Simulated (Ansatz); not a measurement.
AlCo4:

```
Co Al
1.0
     1.28934    0.74440    9.97436
    -1.28934    0.74440    9.97436
     0.00000   -1.48880    9.97436
Co Al
4 1
Direct
  0.40114 0.40114 0.40114
  0.79968 0.79968 0.79968
  0.20032 0.20032 0.20032
  0.59886 0.59886 0.59886
  0.00000 0.00000 0.00000
```

The cell comes from a database or a generator and needn't be the stable form of this composition.

Base run:

```yaml
Program: Ansatz 0.2.0
Functional: PBEsol
Potentials_or_basis: Ansatz PAW
Cutoff: "420 eV (not typed: the program's choice for these potentials)"
k_mesh: 10 × 10 × 10
Occupations: fermi-dirac, width 0.05 eV
Spin: collinear spin, ferromagnetic start
Starting_moments: "[2.5, 2.5, 2.5, 2.5, 0.0] μB"
Fixed_moment: 10 μB
```

Its results: pressure 9.3 GPa; site moments Co +2.23, +2.39; Al +0.22 μB; largest force 0.614 eV/Å.

Question: The run is repeated on the same cell with these changes: fixed moment from 10 μB to 12 μB; moments at the start from [2.5, 2.5, 2.5, 2.5, 0.0] to [3.0, 3.0, 3.0, 3.0, 0.0]. What comes out?

Answer: Pressure 22.6 GPa; site moments Co +2.60, +2.65; Al +0.38 μB; largest force 0.802 eV/Å.

Caveats: the total moment is fixed, so each spin has its own Fermi level; the PAW data sets come from PBE, with cores solved anew for the run's functional, which leaves a small shift of forces and pressure; the thresholds are loose for stress.
